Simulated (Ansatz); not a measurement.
# SiSn2: LAPW beside PAW

Aim: solve SiSn2 at one geometry with LAPW, all electrons, frozen-core PAW and datasets made for this crystal, and see where they agree.

Program: Ansatz 0.2.0. Level of theory: DFT PBE, scalar-relativistic. These are calculated values, not measurements.

1 further run of the same task is left out (set aside as unsound or not needed).

### Step 1. The starting structure

Symmetry: Fm-3m, No. 225, cubic system. The conventional cell has a = 6.830 Å, b = 6.830 Å, c = 6.830 Å, α = 90.00°, β = 90.00°, γ = 90.00°. Around Si (site symmetry m-3m) lie 8 Sn at 2.96 Å. Sn (site symmetry -43m) has 4 Si at 2.96 Å as nearest neighbours.

As a file:

```cif
data_structure
_symmetry_space_group_name_H-M 'Fm-3m'
_symmetry_Int_Tables_number 225
_cell_length_a 6.8297
_cell_length_b 6.8297
_cell_length_c 6.8297
_cell_angle_alpha 90.000
_cell_angle_beta 90.000
_cell_angle_gamma 90.000
_cell_volume 318.57
loop_
_atom_site_label
_atom_site_type_symbol
_atom_site_symmetry_multiplicity
_atom_site_Wyckoff_symbol
_atom_site_fract_x
_atom_site_fract_y
_atom_site_fract_z
_atom_site_occupancy
Si1 Si 4 a 0.00000 0.00000 0.00000 1
Sn1 Sn 8 c 0.25000 0.75000 0.75000 1
```

The file gives the conventional cell by its symmetry; the runs use the cell typed in the input.

The cell was relaxed by PAW from a hypothetical start (fluorite type); it needn't be the stable phase of this composition.

Atoms are numbered in the order of the input: Si1, Sn2, Sn3.

### Step 2. LAPW, all electrons

Input file input.yaml:

```yaml
crystal:
  lattice:
    - [0.0, 3.4148330286, 3.4148330286]
    - [3.4148330286, 0.0, 3.4148330286]
    - [3.4148330286, 3.4148330286, 0.0]
  atoms:
    - { symbol: Si, position: [0.0, 0.0, 0.0] }
    - { symbol: Sn, position: [0.25, 0.25, 0.25] }
    - { symbol: Sn, position: [0.75, 0.75, 0.75] }
kpoints:
  mp_grid: { grid: [10, 10, 10] }
  band_path:
    path:
      - [0.0, 0.0, 0.0]
      - [0.5, 0.0, 0.5]
      - [0.625, 0.25, 0.625]
      - [0.375, 0.375, 0.75]
      - [0.0, 0.0, 0.0]
      - [0.5, 0.5, 0.5]
      - [0.5, 0.25, 0.75]
      - [0.5, 0.0, 0.5]
    npoints: 8
scf:
  occupations: { method: fermi_dirac, width: 0.05 }
hamiltonian:
  xc: pbe
  pseudopotentials: { kind: all_electron, lapw: { basis_error: 0.001 } }
output:
  forces: true
  stress: true
  eigenvalues: true
  populations: true
  dos: { projected: true, de: 0.2, e_range: [-14, 8] }
```

The log of the run, shortened:

```text
Si: projections on atomic orbitals take those of the free atom 1s2 2s2 2p6 3s2 3p2, of charge +0.00 (hamiltonian.pseudopotentials.projection_atoms)
Sn: projections on atomic orbitals take those of the free atom 1s2 2s2 2p6 3s2 3p6 3d10 4s2 4p6 4d10 5s2 5p2, of charge +0.00 (hamiltonian.pseudopotentials.projection_atoms)
LAPW: plane waves up to 6.555 Å⁻¹, error target 1.0e-3 eV per atom; small_component_spin mean_spin; Si in spheres of 1.290 Å, 12 of its electrons in bands, Dirac shells []; Sn in spheres of 1.668 Å, 22 of its electrons in bands, Dirac shells []
[...]
Pseudopotentials: kind: all_electron
Pseudopotential: Si, LAPW, valence charge 12, Koelling and Harmon's equation, gaussian nucleus
Pseudopotential: Sn, LAPW, valence charge 22, Koelling and Harmon's equation, gaussian nucleus
Functional definition: PBE
[...]
Crystal: 3 atoms, lattice volume = 79.641 Å³
Basis set: ecut = 163.68915583315686 eV, 339 PW (Γ), exchange–correlation at level 2
Bands: 34, of which v1, the nominal top of the filled ones, is band 28 counted from 1 (27 counted from 0)
Symmetry: 48 space group operations
Space group: Fm-3m (ITA 225), of the structure as read, at distance tolerance 4.3e-5 Å
k-points: 47 of 1000
[...]
SCF iter   1: F=—  HF=-344070.373839 eV  |F-HF|=—  |Δ(HF+E_count)|=         —  Δρ=1.46e-2  dr2=4.44e-1  ethr=7.91e-4  ⟨swp⟩=2.6  Hψ=10335  notcnv=0
[...]
SCF iter   7: F=-344070.221304 eV  HF=-344070.221304 eV  |F-HF|=6.11e-9  |Δ(HF+E_count)|=   8.00e-8  Δρ=5.94e-6  dr2=4.72e-8  ethr=3.76e-9  ⟨swp⟩=3.0  Hψ=5032  notcnv=0
[...]
NSCF: frozen V_eff on 57 k-points
SCF converged after 7 iterations
Free energy (F): -344070.221304 eV
[...]
E sigma→0 (E₀):  -344070.213294 eV
Entropy (-TS):   -0.016021 eV (-5.340 meV/atom)
Fermi energy:    11.107969 eV
[...]
--- Forces (eV/Å), atoms counted from 1 ---
  atom   1  Si    -0.00000000     0.00000000     0.00000000
  atom   2  Sn     0.00000000     0.00000000     0.00000000
  atom   3  Sn     0.00000000    -0.00000000     0.00000000
[...]
--- Stress (GPa, compression-positive) ---
        0.011470       0.000000      -0.000000
        0.000000       0.011470      -0.000000
       -0.000000      -0.000000       0.011470
  P = ⅓ Tr σ = 0.0115 GPa (0.115 kbar)
--- Band table (eV; the first three rows and the last of 47) ---
[...]
--- Löwdin populations: 3 sites ---
  site symbol       q [e]
     0     Si     14.1532
     1     Sn     49.8605
     2     Sn     49.8605
  spilling = 0.001103 (of n_electrons = 114.000000)
```

It took 26 s on 1 thread, shared host.

This run gives: pressure 0.01 GPa; no gap.

Levels at the path's labelled points, in eV from the Fermi level:

| point | band 25 | band 26 | band 27 | band 28 | band 29 | band 30 | band 31 |
| --- | --- | --- | --- | --- | --- | --- | --- |
| Γ | -2.50 | -1.09 | -1.09 | -1.09 | -0.97 | -0.97 | -0.97 |
| X | -5.84 | -3.91 | -3.91 | -1.19 | 3.74 | 4.12 | 4.12 |
| U | -6.79 | -3.52 | -3.01 | 0.45 | 1.48 | 2.67 | 3.47 |
| K | -6.79 | -3.52 | -3.01 | 0.45 | 1.48 | 2.67 | 3.47 |
| Γ | -2.50 | -1.09 | -1.09 | -1.09 | -0.97 | -0.97 | -0.97 |
| L | -4.23 | -2.30 | -2.30 | -0.22 | -0.22 | 0.39 | 4.27 |
| W | -7.52 | -4.45 | -0.64 | -0.64 | 0.77 | 1.97 | 4.50 |
| X | -5.84 | -3.91 | -3.91 | -1.19 | 3.74 | 4.12 | 4.12 |

States per cell, counted by energy window (eV from the Fermi level, on a grid of 0.20 eV):

| from | to | total | Sn 5p | Si 3p | Sn 5s | Si 3s |
| --- | --- | --- | --- | --- | --- | --- |
| -10 | -9 | 0.89 | 0.24 | 0.07 | 0.32 | 0.26 |
| -9 | -8 | 0.67 | 0.18 | 0.06 | 0.20 | 0.22 |
| -8 | -7 | 1.09 | 0.20 | 0.24 | 0.55 | 0.10 |
| -7 | -6 | 1.24 | 0.23 | 0.21 | 0.63 | 0.17 |
| -6 | -5 | 0.97 | 0.16 | 0.14 | 0.46 | 0.19 |
| -5 | -4 | 0.66 | 0.13 | 0.11 | 0.26 | 0.16 |
| -4 | -3 | 1.26 | 0.69 | 0.43 | 0.09 | 0.05 |
| -3 | -2 | 1.45 | 0.75 | 0.50 | 0.15 | 0.03 |
| -2 | -1 | 1.32 | 0.64 | 0.41 | 0.20 | 0.05 |
| -1 | 0 | 1.83 | 0.96 | 0.36 | 0.25 | 0.20 |
| 0 | 1 | 1.31 | 0.86 | 0.23 | 0.09 | 0.07 |
| 1 | 2 | 1.90 | 1.07 | 0.37 | 0.16 | 0.16 |
| 2 | 3 | 1.83 | 1.02 | 0.42 | 0.13 | 0.07 |
| 3 | 4 | 2.03 | 1.08 | 0.51 | 0.10 | 0.04 |
| 4 | 5 | 2.45 | 1.24 | 0.69 | 0.09 | 0.02 |

### Step 3. Frozen-core PAW

input.yaml: that of step 2 with these lines changed.

```diff
@@ -26,3 +26,3 @@
   xc: pbe
-  pseudopotentials: { kind: all_electron, lapw: { basis_error: 0.001 } }
+  pseudopotentials: { kind: paw }
 output:
@@ -31,3 +31,5 @@
   eigenvalues: true
+  efg: { contact_densities: true }
   populations: true
+  bader: true
   dos: { projected: true, de: 0.2, e_range: [-14, 8] }
```

The log of the run, shortened:

```text
Sn: output.efg is read without spin–orbit coupling, which moves field gradients at and beside such atoms by some per cent and up to a factor of two; PAW files take it under magnetization.noncollinear and magnetization.spin_orbit
[...]
Pseudopotentials: kind: paw
Pseudopotential: Si, paw, valence charge 4, recommended cutoff 420 eV (normal)
Pseudopotential: Sn, paw, valence charge 14, recommended cutoff 420 eV (normal)
Functional definition: PBE
[...]
Crystal: 3 atoms, lattice volume = 79.641 Å³
Basis set: ecut = 420 eV, 1471 PW (Γ), exchange–correlation on 72×72×72 points (8 copies of the dense FFT grid, shifted against one another)
Bands: 20, of which v1, the nominal top of the filled ones, is band 16 counted from 1 (15 counted from 0)
Symmetry: 48 space group operations
Space group: Fm-3m (ITA 225), of the structure as read, at distance tolerance 4.3e-5 Å
k-points: 47 of 1000
[...]
  atom   2  Sn V_zz =    -0.000000   η = 0.0000   by run symmetry: forbidden
            electrostatic potential = -8171.978235 V   contact ρ = 1236432.010481 e/Å³
  atom   3  Sn V_zz =    -0.000000   η = 0.0000   by run symmetry: forbidden
            electrostatic potential = -8171.978235 V   contact ρ = 1236432.010481 e/Å³
--- Band table (eV; the first three rows and the last of 47) ---
  k-point 0: bands = ["-12.7099", "-12.7099", "-12.6588", "-12.6588", "-12.6588", "-12.5721", "-12.5721", "-12.5721", "-12.5082", "-12.5082", "-2.4116", "5.3086", "6.2974", "7.7026", "7.7026", "7.7026", "7.8188", "7.8188", "7.8188", "12.6423"]
[...]
--- Löwdin populations: 3 sites ---
  site symbol       q [e]
     0     Si      4.1947
     1     Sn     13.8313
     2     Sn     13.8313
  spilling = 0.004460 (of n_electrons = 32.000000)
--- Bader charges: 3 sites ---
  site symbol  charge [e]  shift [e]
     0     Si     -0.3942     0.0000
     1     Sn      0.1971     0.0000
     2     Sn      0.1971     0.0000
  estimated error of the sums over rays = 2.2e-4 e
```

Run time: 18 s. Hardware: 1 thread, shared host.

This run gives: pressure 0.01 GPa; no gap.

| atom | Bader charge (e) | basin volume (Å³) |
| --- | --- | --- |
| Si1 | -0.39 | 22.60 |
| Sn2 | +0.20 | 28.52 |

### Step 4. Datasets made for this crystal

input.yaml: that of step 3 with these lines changed.

```diff
@@ -26,3 +26,3 @@
   xc: pbe
-  pseudopotentials: { kind: paw }
+  pseudopotentials: { kind: all_electron, datasets: crystal }
 output:
@@ -32,4 +32 @@
   efg: { contact_densities: true }
-  populations: true
-  bader: true
-  dos: { projected: true, de: 0.2, e_range: [-14, 8] }
```

The log of the run, shortened:

```text
[...]
band count auto-derived: 22 (N_el = 32.0; filled up to band 16; 20 by the electrons, moments and atoms)
Sn: output.efg is read without spin–orbit coupling, which moves field gradients at and beside such atoms by some per cent and up to a factor of two; PAW files take it under magnetization.noncollinear and magnetization.spin_orbit
[...]
Pseudopotentials: kind: all_electron
Pseudopotential: Si, paw, valence charge 4, recommended cutoff 240 eV (normal), Koelling and Harmon's equation, gaussian nucleus
Pseudopotential: Sn, paw, valence charge 14, recommended cutoff 240 eV (normal), Koelling and Harmon's equation, gaussian nucleus
Functional definition: PBE
[...]
Crystal: 3 atoms, lattice volume = 79.641 Å³
Basis set: ecut = 240 eV, 645 PW (Γ), exchange–correlation on 50×50×50 points (8 copies of the dense FFT grid, shifted against one another)
[...]
        0.000000       0.009765      -0.000000
       -0.000000       0.000000       0.009765
  P = ⅓ Tr σ = 0.0098 GPa (0.098 kbar)
--- PAW observables at the nuclei: V_zz in 10²¹ V/m², potentials from the cell's mean, atoms counted from 1 ---
  atom   1  Si V_zz =    +0.000000   η = 0.0000   by run symmetry: forbidden
            electrostatic potential = -1361.106642 V   contact ρ = 12830.844054 e/Å³
  atom   2  Sn V_zz =    -0.000000   η = 0.0000   by run symmetry: forbidden
            electrostatic potential = -8171.931570 V   contact ρ = 1236344.121007 e/Å³
  atom   3  Sn V_zz =    -0.000000   η = 0.0000   by run symmetry: forbidden
            electrostatic potential = -8171.931570 V   contact ρ = 1236344.121007 e/Å³
--- Band table (eV; the first three rows and the last of 47) ---
  k-point 0: bands = ["-10.3970", "-10.3970", "-10.3459", "-10.3459", "-10.3459", "-10.2593", "-10.2593", "-10.2593", "-10.1954", "-10.1954", "-0.0956", "7.6250", "8.6130", "10.0188", "10.0188", "10.0188", "10.1341", "10.1341", "10.1341", "14.9582"]
[...]
```

Wall time 15 s (1 thread, shared host).

In short: pressure 0.01 GPa; no gap.

| atom | contact density (e/Å³) |
| --- | --- |
| Si1 | 12830.84 |
| Sn2 | 1236344 |

### Step 5. Comparison

```
          method  pressure (GPa)  SCF cycles, all passes
            LAPW            0.01                       7
             PAW            0.01                       6
crystal datasets            0.01                       9
```

### Step 6. Results

```
           quantity                                           value
           pressure  LAPW 0.01, PAW 0.01, crystal datasets 0.01 GPa
         gap (LAPW)                                            none
Bader charges (PAW)                          Si1 -0.39, Sn2 +0.20 e
```

The pressure is within half a GPa of zero, so the volume is close to equilibrium at this level. Bands cross the Fermi level: the crystal is a metal at this level. Sn 5p carries the largest share, 63 %, of the projected states within 0.3 eV of the Fermi level. The projection holds only the free atom's occupied shells (Si 3s, Si 3p, Sn 5s, Sn 5p in this range). PAW lies less than 0.01 GPa from LAPW in pressure.
